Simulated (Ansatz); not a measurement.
# Zr3N2: the cost of one run

Method: DFT PBEsol, scalar-relativistic, plane waves, PAW, in Ansatz 0.2.0.

1 further run of the same task is left out (it didn't finish).

### Step 1. The starting structure

The structure is trigonal, space group R-3c (No. 167). Conventional cell: a = 5.650 Å, b = 5.650 Å, c = 15.708 Å, α = 90.00°, β = 90.00°, γ = 120.00°. Zr (site symmetry 2) is surrounded by 4 N at 2.27 to 2.30 Å. Around N (site symmetry 3) lie 6 Zr at 2.27 to 2.30 Å.

Coordinates:

```cif
data_structure
_symmetry_space_group_name_H-M 'P 1'
_symmetry_Int_Tables_number 1
_cell_length_a 6.1690
_cell_length_b 6.1690
_cell_length_c 6.1690
_cell_angle_alpha 54.510
_cell_angle_beta 54.510
_cell_angle_gamma 54.510
_cell_volume 144.76
loop_
_atom_site_label
_atom_site_type_symbol
_atom_site_fract_x
_atom_site_fract_y
_atom_site_fract_z
_atom_site_occupancy
Zr1 Zr 0.42480 0.07520 0.75000 1
Zr2 Zr 0.07520 0.75000 0.42480 1
Zr3 Zr 0.75000 0.42480 0.07520 1
Zr4 Zr 0.25000 0.57520 0.92480 1
Zr5 Zr 0.92480 0.25000 0.57520 1
Zr6 Zr 0.57520 0.92480 0.25000 1
N1 N 0.33852 0.33852 0.33852 1
N2 N 0.16148 0.16148 0.16148 1
N3 N 0.83852 0.83852 0.83852 1
N4 N 0.66148 0.66148 0.66148 1
```

The structure comes from the Materials Project (structure only).

(A quick probe on a coarse mesh, which set the mesh and smearing, is not shown.)

### Step 3. The relaxation

input.yaml reads:

```yaml
crystal:
  lattice:
    - [2.8251241387, 1.631086182, 5.2359669055]
    - [-2.8251241387, 1.631086182, 5.2359669055]
    - [0.0, -3.262172364, 5.2359669055]
  atoms:
    - { symbol: Zr, position: [0.42479813, 0.07520187, 0.75] }
    - { symbol: Zr, position: [0.07520187, 0.75, 0.42479813] }
    - { symbol: Zr, position: [0.75, 0.42479813, 0.07520187] }
    - { symbol: Zr, position: [0.25, 0.57520187, 0.92479813] }
    - { symbol: Zr, position: [0.92479812, 0.25, 0.57520187] }
    - { symbol: Zr, position: [0.57520187, 0.92479813, 0.25] }
    - { symbol: "N", position: [0.3385208, 0.3385208, 0.3385208] }
    - { symbol: "N", position: [0.1614792, 0.1614792, 0.1614792] }
    - { symbol: "N", position: [0.8385208, 0.8385208, 0.8385208] }
    - { symbol: "N", position: [0.6614792, 0.6614792, 0.6614792] }
basis:
  ecutwfc: 420
kpoints:
  mp_grid: { grid: [9, 9, 9] }
hamiltonian:
  xc: pbesol
scf:
  occupations: { method: gaussian, width: 0.1 }
output:
  forces: true
  stress: true
  eigenvalues: true
  write_density: true
  write_potential: true
  elf: true
  volumetric_format: npy
relax:
  adjacent_minimum: "off"
  f_tol: 0.005
  max_steps: 80
  cell: { stress_tol: 0.05 }
```

Run with:

```
ansatz run input.yaml --threads 2 --pin off --max-ram 5120MiB --backend cpu --events-out ev --progress --plain --runs-dir out
```

Q: Estimate wall time and peak memory on 2 threads of Arm Neoverse N1, shared host.

About 5.9 min, with a peak of 0.86 GiB.
